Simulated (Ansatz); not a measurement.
# FH₃OSeSi: how energies converge with the basis set

One table from this session's results is given with a row withheld; the runs are named, their logs left out.

Method: one geometry, several basis sets; program: Ansatz 0.2.0, Gaussian basis.

Plan: PBE0-D4/def2-SVP; ωB97M-V/def2-SVP; PBE0-D4/def2-QZVPP; ωB97M-V/def2-QZVPP; the functionals' def2-TZVPP values are taken from earlier runs.

### The relaxed structure

An earlier PBE0-D4 in a triple-zeta def2 set relaxation fixed the geometry.

SMILES `O[SiH](F)[SeH]`, 7 atoms, charge 0, spin multiplicity 1.

Atoms are counted from 1 here; the program's logs count them from 0.

Bond lengths: O1–Si2 1.626 Å, O1–H5 0.960 Å, Si2–F3 1.593 Å, Si2–Se4 2.267 Å, Si2–H6 1.471 Å, Se4–H7 1.470 Å. Angles: Si2–O1–H5 118.0°, O1–Si2–F3 111.6°, O1–Si2–Se4 112.8°, O1–Si2–H6 105.8°, F3–Si2–Se4 103.3°, F3–Si2–H6 108.6°, Se4–Si2–H6 114.8°, Si2–Se4–H7 91.2°.

The first run:

The input, in.yaml:

```yaml
crystal:
  periodic: [false, false, false]
  atoms:
    - {symbol: O, position_ang: [-0.890869, 1.147606, 0.204435]}
    - {symbol: Si, position_ang: [0.164799, -0.038686, 0.551814]}
    - {symbol: F, position_ang: [-0.400286, -1.018069, 1.673824]}
    - {symbol: Se, position_ang: [0.540014, -1.421484, -1.204600]}
    - {symbol: H, position_ang: [-1.674022, 0.919780, -0.301088]}
    - {symbol: H, position_ang: [1.365177, 0.632520, 1.074824]}
    - {symbol: H, position_ang: [0.956388, -0.289768, -2.044810]}
basis:
  gaussian: {orbitals: def2-SVP}
hamiltonian: {xc: pbe0, dispersion: d4}
output: {orbitals: {seedname: orbitals}}
```

Launch:

```bash
$ ansatz run in.yaml --threads 2 --pin off --events-out ev --progress --plain --max-ram 4352MiB
```

Among the steps run: PBE0-D4 in def2-SVP; ωB97M-V in def2-SVP; PBE0-D4 in def2-QZVPP; ωB97M-V in def2-QZVPP.

One table of the session follows, with a row left open; its other results are not shown here.

| functional | basis | HOMO (eV) | LUMO (eV) |
| --- | --- | --- | --- |
| PBE0-D4 | def2-SVP | ? | ? |
| PBE0-D4 | def2-TZVPP | -7.47 | -0.09 |
| PBE0-D4 | def2-QZVPP | -7.50 | -0.23 |
| ωB97M-V | def2-SVP | -9.49 | 2.21 |
| ωB97M-V | def2-TZVPP | -9.64 | 1.78 |
| ωB97M-V | def2-QZVPP | -9.66 | 1.35 |

Estimate the missing values for PBE0-D4, def2-SVP.

**Answer.** HOMO (eV): -7.34; LUMO (eV): 0.17. In the column «HOMO (eV)» it is the highest.
